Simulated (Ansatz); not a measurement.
# CdSe (P6_3mc): how far a G0W0 gap depends on its settings

Aim: test how the G0W0 gap of CdSe in the database structure moves with the number of bands, the screening cutoff and the other choices.

Program: Ansatz 0.2.0. G0W0, plane waves. Spin-unpolarised throughout; all numbers are computed.

## Step 1: The structure to begin with

The cell was relaxed beforehand with r2SCAN.

It is hexagonal, P6_3mc (No. 186); a = 4.341 Å, c = 7.077 Å in the conventional setting, 28.87 Å³ an atom. Cd has 4 Se at 2.66 Å; Se has 4 Cd at 2.66 Å.

Coordinates:

Space group P6_3mc (No. 186). a = 4.341 Å, b = 4.341 Å, c = 7.077 Å, α = 90.00°, β = 90.00°, γ = 120.00°
```csv
atom,site,symmetry,x,y,z
Cd,2b,3m.,0.6667,0.3333,0.5000
Se,2b,3m.,0.6667,0.3333,0.8759
```

## Step 2: 344 empty bands, 120 eV

File input.yaml:

```yaml
crystal:
  lattice:
    - [4.3407228519, 0.0, 0.0]
    - [-2.170361426, 3.7591762606, 0.0]
    - [0.0, 0.0, 7.0766559034]
  atoms:
    - { symbol: Cd, position: [0.6666666667, 0.3333333333, 0.4999534092] }
    - { symbol: Cd, position: [0.3333333333, 0.6666666667, 0.9999534092] }
    - { symbol: Se, position: [0.6666666667, 0.3333333333, 0.8759065908] }
    - { symbol: Se, position: [0.3333333333, 0.6666666667, 0.3759065908] }
kpoints:
  mp_grid: { grid: [6, 6, 4] }
hamiltonian:
  xc: pbe
scf:
  occupations: { method: fixed }
gw:
  n_empty_bands: 344
  ecut_chi: 120
  qp_bands: [v2, c2]
  qp_kpoints: band_edges
  screening: { model: contour_deformation }
```

## Step 3: 855 empty bands, 220 eV

Changes to input.yaml since step 2:

```diff
@@ -17,4 +17,4 @@
 gw:
-  n_empty_bands: 344
-  ecut_chi: 120
+  n_empty_bands: 855
+  ecut_chi: 220
   qp_bands: [v2, c2]
```

## Step 4: 1571 empty bands, 300 eV

Changes to input.yaml since step 3:

```diff
@@ -17,4 +17,4 @@
 gw:
-  n_empty_bands: 855
-  ecut_chi: 220
+  n_empty_bands: 1571
+  ecut_chi: 300
   qp_bands: [v2, c2]
```

## Step 5: Starting from HSE06

Changes to input.yaml since step 4:

```diff
@@ -13,3 +13,3 @@
 hamiltonian:
-  xc: pbe
+  xc: hse06
 scf:
@@ -17,4 +17,4 @@
 gw:
-  n_empty_bands: 1571
-  ecut_chi: 300
+  n_empty_bands: 855
+  ecut_chi: 220
   qp_bands: [v2, c2]
```

## Step 6: Starting from r2SCAN

Changes to input.yaml since step 5:

```diff
@@ -13,3 +13,3 @@
 hamiltonian:
-  xc: hse06
+  xc: r2scan
 scf:
```

## Step 7: Starting from PBE0

Changes to input.yaml since step 6:

```diff
@@ -13,3 +13,3 @@
 hamiltonian:
-  xc: r2scan
+  xc: pbe0
 scf:
```

## Step 8: A plasmon pole in place of the full frequency dependence

Changes to input.yaml since step 7:

```diff
@@ -13,3 +13,3 @@
 hamiltonian:
-  xc: pbe0
+  xc: pbe
 scf:
@@ -21,2 +21,2 @@
   qp_kpoints: band_edges
-  screening: { model: contour_deformation }
+  screening: { model: godby_needs }
```

## Step 9: A finer mesh, 12×12×4

Changes to input.yaml since step 8:

```diff
@@ -11,3 +11,3 @@
 kpoints:
-  mp_grid: { grid: [6, 6, 4] }
+  mp_grid: { grid: [12, 12, 4] }
 hamiltonian:
@@ -17,6 +17,6 @@
 gw:
-  n_empty_bands: 855
-  ecut_chi: 220
+  n_empty_bands: 187
+  ecut_chi: 80
   qp_bands: [v2, c2]
   qp_kpoints: band_edges
-  screening: { model: godby_needs }
+  screening: { model: contour_deformation }
```

## Step 10: Norm-conserving pseudopotentials

Changes to input.yaml since step 9:

```diff
@@ -11,5 +11,6 @@
 kpoints:
-  mp_grid: { grid: [12, 12, 4] }
+  mp_grid: { grid: [6, 6, 4] }
 hamiltonian:
   xc: pbe
+  pseudopotentials: { kind: nc }
 scf:
@@ -17,4 +18,4 @@
 gw:
-  n_empty_bands: 187
-  ecut_chi: 80
+  n_empty_bands: 855
+  ecut_chi: 220
   qp_bands: [v2, c2]
```

Before running it: what results should come out? Wanted: for each run, start; potentials; frequencies; empty bands; cutoff; Kohn-Sham gap; G0W0 gap.

As calculated:

```
 start  potentials  frequencies  empty bands  cutoff (eV)     mesh  Kohn-Sham gap (eV)  G0W0 gap (eV)
   PBE         PAW         full          344          120    6×6×4                0.61           1.24
 HSE06         PAW         full          855          220    6×6×4                1.54           1.92
r2SCAN         PAW         full          855          220    6×6×4                1.10           1.64
  PBE0         PAW         full          855          220    6×6×4                2.14           2.11
   PBE         PAW         pole          855          220    6×6×4                0.61           1.37
   PBE         PAW         full          187           80  12×12×4                0.61           1.28
```

Gaps are those on each run's own mesh. Runs that failed or were set aside have no row.

What this shows: 
